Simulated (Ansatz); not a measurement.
# HBrCl (doublet): the correlation ladder at distance Cl1–H2 along a hydrogen transfer = 1.279 Å, cc-pVDZ

How much of the correlation energy of HBrCl (doublet) does each wave-function method recover here?

Program: Ansatz 0.2.0, Gaussian basis. Level of theory: cc-pVDZ, core rule «outside noble gas», up to 19 orbitals frozen. These are calculated values, not measurements.

To be run: UHF; CCSD(T) on ROHF; CCSD(T) on UHF; BCCD(T) on ROHF; CISD; CCSDT(Q) on ROHF; CCSDT(Q) on UHF; CASSCF and MRCISD+Q, 3 electrons in 3 orbitals; CASSCF and NEVPT2, 3 electrons in 3 orbitals; CASSCF and MRCISD+Q, 15 electrons in 9 orbitals; CASSCF and NEVPT2, 15 electrons in 9 orbitals.

15 further runs of the same task are left out: 14 that didn't finish, 1 set aside as unsound or not needed.

**1. The geometry**

The geometry derives from fragments relaxed apart (PBE0/def2-TZVP) and kept rigid, so it is no stationary point. A hydrogen atom is moved between rigid fragments. No spin-orbit coupling is included. The filled d shell of Br may be among the frozen orbitals whatever the setting's name suggests; the logs give the count.

3 atoms, charge 0, spin multiplicity 2.

Atoms are counted from 1 here; the program's logs count them from 0.

Bond lengths: Cl1–H2 1.279 Å.

**2. UHF**

Input file in.yaml:

```yaml
crystal:
  periodic: [false, false, false]
  atoms:
    - {symbol: Cl, position_ang: [0.000000, 0.000000, -1.478600]}
    - {symbol: H, position_ang: [0.000000, 0.000000, -0.199800]}
    - {symbol: Br, position_ang: [0.000000, 0.000000, 1.678400]}
basis:
  gaussian: {orbitals: cc-pVDZ}
magnetization: {spin_polarized: true, initial_magnetization: 1}
hamiltonian: {xc: hf}
output: {orbitals: {seedname: orbitals}}
```

Run with:

```
$ ansatz run in.yaml --threads 1 --pin off --events-out ev --progress --plain --max-ram 2393MiB
```

After this run come: CCSD(T) on ROHF; CCSD(T) on UHF; BCCD(T) on ROHF; CISD; CCSDT(Q) on ROHF; CCSDT(Q) on UHF; CASSCF and MRCISD+Q, 3 electrons in 3 orbitals; CASSCF and NEVPT2, 3 electrons in 3 orbitals; CASSCF and MRCISD+Q, 15 electrons in 9 orbitals; CASSCF and NEVPT2, 15 electrons in 9 orbitals.

**Question.** What will the summary of the whole plan be? Wanted: UCCSDT(Q) below the RHF energy; RMP2 from UCCSDT(Q); UMP2 from UCCSDT(Q); RCCSD from UCCSDT(Q); RCCSD(T) from UCCSDT(Q); UCCSD(T) from UCCSDT(Q); RCCSDT(Q) from UCCSDT(Q); MRCISD+Q pair from UCCSDT(Q); NEVPT2 valence from UCCSDT(Q).

The runs gave:

```
                         quantity                                                                                    value
   UCCSDT(Q) below the RHF energy                                                                               -7.7592 eV
              RMP2 from UCCSDT(Q)                                                                             +89.1 kJ/mol
              UMP2 from UCCSDT(Q)                                                                             +90.9 kJ/mol
             RCCSD from UCCSDT(Q)                                                                             +13.7 kJ/mol
          RCCSD(T) from UCCSDT(Q)                                                                              +2.5 kJ/mol
          UCCSD(T) from UCCSDT(Q)                                                                              +2.3 kJ/mol
         RCCSDT(Q) from UCCSDT(Q)                                                                              +0.2 kJ/mol
     MRCISD+Q pair from UCCSDT(Q)                                                                              +3.9 kJ/mol
    NEVPT2 valence from UCCSDT(Q)                                                                            +154.4 kJ/mol
  MRCISD+Q valence from UCCSDT(Q)                                                                              +3.6 kJ/mol
levels within 1 kcal/mol (43 meV)  RCCSD(T), UCCSD(T), BCCD(T), RCCSDT, UCCSDT, RCCSDT(Q), MRCISD+Q pair, MRCISD+Q valence
                    T1 diagnostic                                                                                    0.013
   effectively unpaired electrons                                                                                     1.00
```

RCCSD(T) lands +2.5 kJ/mol from the yardstick (0.3 % of the correlation energy). One determinant dominates. Of the multireference levels listed MRCISD+Q valence comes nearest in total energy (+3.6 kJ/mol), which doesn't show that its space is the better one. Coupled cluster took another determinant than the lowest Hartree-Fock one. These misses are within one basis, not against nature; the frozen cores of restricted and unrestricted runs differ, which can shift their rows.
